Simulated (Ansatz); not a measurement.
Working through a test of the smearing width of HfMo, space group Cmmm

Program: the Ansatz DFT code, driven from Python.

The script reads `hfmo.xyz`:
```text
2
Lattice="1.6712035 -2.472467 0.0 1.6712035 2.472467 0.0 0.0 0.0 4.447011" Properties=species:S:1:pos:R:3 pbc="T T T"
Hf    0.00000000    0.00000000    0.00000000
Mo    1.67120350    0.00000000    2.22350550
```

Notebook, run cell by cell (the value of a cell's last expression is shown):

In [1]:
```python
import ansatz as az
```

In [2]:
```python
ECUT = 380
EXTRA_BANDS = 16
K_LENGTH = 17
```

In [3]:
```python
cell = az.Crystal.from_extxyz("hfmo.xyz")
```

In [4]:
```python
calculation = (
    cell.calculation()
    .eigensolver("davidson", mixed_precision=False)
    .functional(az.Functional.LDA)
    .pseudopotentials("paw")
    .basis(ECUT, xc_grid=3)
    .scf(extra_bands=EXTRA_BANDS, lower_state_search="light")
    .kpoints(length=K_LENGTH)
)
```

In [5]:
```python
rows = []
for value in [0.25, 0.15, 0.1, 0.05, 0.025]:
    rep = calculation.occupations("methfessel_paxton", width=value).run(threads=1).report
    rows.append((value, rep["free_energy_ev"] / len(rep["lattice"]["sites"]), rep["n_iterations"], rep["n_kpoints"]))
```
```text
DeckWarning: basis.ecutwfc = 380 eV is below the records' recommended 420 eV, and the density's cutoff is lower with it unless basis.ecutrho_ratio is high enough to keep the records' density cutoff: compare with a run at a higher cutoff
```

In [6]:
```python
print("  width (eV)   F/atom (eV)    iterations      k-points")
for row in rows:
    print(f"{str(row[0]):>12s}  {row[1]:12.5f}  {row[2]:12d}  {row[3]:12d}")
```
```text
  width (eV)   F/atom (eV)    iterations      k-points
        0.25  -10159.76203             6            39
        0.15  -10159.76293             6            39
         0.1  -10159.76313             6            39
        0.05  -10159.76326             6            39
       0.025  -10159.76337             6            39
```

In [7]:
```python
# differences from the last row
for row in rows[:-1]:
    shift = 1000 * (row[1] - rows[-1][1])
    print(f"{row[0]}: {shift:+.2f} meV/atom" + ("  (within 2 meV)" if abs(shift) < 2 else ""))
```
```text
0.25: +1.34 meV/atom  (within 2 meV)
0.15: +0.44 meV/atom  (within 2 meV)
0.1: +0.24 meV/atom  (within 2 meV)
0.05: +0.11 meV/atom  (within 2 meV)
```

Going from 0.025 to 0.25 eV changes F by +1.3 meV an atom. This scheme is built to cancel the term in the square of the width, so the shifts stay small and are partly the mesh's error.

The cutoff lies under the one recommended for these potentials. Spin is left out of this run. For a metal this k-point mesh is coarse: on a finer one energies can move by several to tens of meV an atom and pressures by half a GPa or more, differences at one mesh by less. The narrowest width needs the finest mesh, so the last row is no converged reference. Spin-orbit coupling, which matters for elements this heavy, is left out. The structure comes from a database of computed cells and needn't be a stable or known phase. Warnings are shown shortened and without file and line. Hardware and time: 10 s on 1 thread of Intel(R) Xeon(R) Processor @ 2.30GHz, with other jobs on the host, peak memory 0.5 GiB.
